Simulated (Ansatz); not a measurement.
# C₂H₅GaO: up Jacob's ladder to CCSD(T)

How much do the methods differ for C₂H₅GaO? The plan is to run it at one geometry with functionals of several rungs and with coupled cluster. The yardstick is the atomisation energy at the CCSD(T) limit.

Method: functionals in def2-TZVPP, the program's frozen cores in correlated methods; program: Ansatz 0.2.0, Gaussian basis.

Levels to be run: LDA (SPW92), PBE-D4, revPBE-D4, BLYP-D4, r2SCAN-D4, B97M-V, PBE0-D4, B3LYP-D4, r2SCANh-D4, r2SCAN0-D4, HSE06-D4, BHLYP-D4, CAM-B3LYP-D4, LC-ωPBE, ωB97X-V, ωB97M-V, B2PLYP, PBE-QIDH; CCSD(T)/def2-SVP; CCSD(T)/def2-TZVPP; MP2/def2-QZVPP; extrapolation to the limit; RPA on PBE.

## 1. Structure used throughout

The geometry comes from an earlier relaxation with PBE0-D4 in a triple-zeta def2 set; it is a stationary point, not always the lowest conformer.

SMILES `[CH2]1O[CH2][GaH]1`, 9 atoms, charge 0, spin multiplicity 1.

Atoms are counted from 1 here; the program's logs count them from 0.

Bond lengths: C1–O2 1.431 Å, C1–Ga4 1.999 Å, C1–H5 1.097 Å, C1–H6 1.097 Å, O2–C3 1.431 Å, C3–Ga4 1.999 Å, C3–H7 1.097 Å, C3–H8 1.097 Å, Ga4–H9 1.564 Å. Angles: O2–C1–Ga4 90.1°, O2–C1–H5 110.9°, O2–C1–H6 110.9°, Ga4–C1–H5 117.8°, Ga4–C1–H6 117.9°, H5–C1–H6 107.9°, C1–O2–C3 108.7°, O2–C3–Ga4 90.1°, O2–C3–H7 110.9°, O2–C3–H8 110.9°, Ga4–C3–H7 117.9°, Ga4–C3–H8 117.8°, H7–C3–H8 107.9°, C1–Ga4–C3 71.1°, C1–Ga4–H9 144.4°, C3–Ga4–H9 144.4°.

## 2. LDA

This LDA is Slater exchange with PW92 correlation.

Input file in.yaml:

```yaml
crystal:
  periodic: [false, false, false]
  atoms:
    - {symbol: C, position_ang: [-0.265099, 0.981516, -0.668396]}
    - {symbol: O, position_ang: [0.827513, 0.076711, -0.854765]}
    - {symbol: C, position_ang: [0.762153, -0.935843, 0.154009]}
    - {symbol: Ga, position_ang: [-0.878051, -0.079875, 0.910541]}
    - {symbol: H, position_ang: [-0.911593, 1.001532, -1.553915]}
    - {symbol: H, position_ang: [0.097556, 2.001198, -0.492201]}
    - {symbol: H, position_ang: [1.670988, -0.935602, 0.767472]}
    - {symbol: H, position_ang: [0.659205, -1.930368, -0.296351]}
    - {symbol: H, position_ang: [-1.962682, -0.179277, 2.033607]}
basis:
  gaussian: {orbitals: def2-TZVPP}
hamiltonian: {xc: lda}
output: {orbitals: {seedname: orbitals}}
```

Launch:

```bash
> ansatz run in.yaml --threads 2 --pin off --events-out ev --progress --plain --max-ram 4352MiB
```

After this run come: PBE-D4 (GGA); revPBE-D4 (GGA); BLYP-D4 (GGA); r2SCAN-D4 (meta-GGA); B97M-V (meta-GGA); PBE0-D4 (hybrid); B3LYP-D4 (hybrid); r2SCANh-D4 (hybrid); r2SCAN0-D4 (hybrid); HSE06-D4 (hybrid); BHLYP-D4 (hybrid); CAM-B3LYP-D4 (range-separated); LC-ωPBE (range-separated); ωB97X-V (range-separated); ωB97M-V (range-separated); B2PLYP (double hybrid); PBE-QIDH (double hybrid); CCSD(T) in def2-SVP; CCSD(T) in def2-TZVPP; MP2 in def2-QZVPP; RPA on PBE orbitals.

**Question.** What will the summary of the whole plan be? Wanted: atomisation energy, CCSD(T)/CBS; farthest beyond LDA; mean size of error, GGA; mean size of error, meta-GGA; mean size of error, hybrid; mean size of error, range-separated; mean size of error, double hybrid; gap, smallest and largest; T1 diagnostic.

**Answer**, as computed:

| quantity | value |
| --- | --- |
| atomisation energy, CCSD(T)/CBS | 31.918 eV |
| functionals within 0.319 eV (1.0 %) | revPBE-D4, BLYP-D4, r2SCAN-D4, B97M-V, PBE0-D4, B3LYP-D4, r2SCANh-D4, HSE06-D4, CAM-B3LYP-D4, LC-ωPBE, ωB97X-V, ωB97M-V, PBE-QIDH |
| farthest beyond LDA | BHLYP-D4 (-1.323 eV) |
| mean size of error, GGA | 0.378 eV |
| mean size of error, meta-GGA | 0.057 eV |
| mean size of error, hybrid | 0.389 eV |
| mean size of error, range-separated | 0.049 eV |
| mean size of error, double hybrid | 0.314 eV |
| gap, smallest and largest | 3.17 eV (LDA (SPW92)), 10.41 eV (LC-ωPBE) |
| T1 diagnostic | 0.0127 |
| triples share of the correlation energy | 4.1 % |

**Reading.** The LDA atomisation energy is off by 5.290 eV (17 %): it overbinds. PBE-D4 is off by +0.754 eV. Double hybrids carry the basis error of their MP2 part in triple zeta, and no dispersion term here, so their miss is partly the set-up's. The rungs range-separated, meta-GGA, double hybrid miss on average by less than the doubt on the reference (0.319 eV), so they tie. The reference freezes the cores and leaves out relativity and excitations past (T), and its outer-core shells are covered unevenly, so misses under about 0.319 eV can't be ranked. Hartree-Fock recovers 69 % of the binding; the rest is correlation. CCSD(T) in def2-SVP is off by -1.804 eV, worse than the median functional, from the basis alone. Orbital gaps span 3.2 to 10.4 eV; exact exchange widens them. Correlated methods include outer-core shells of Ga, which these sets cover unevenly.
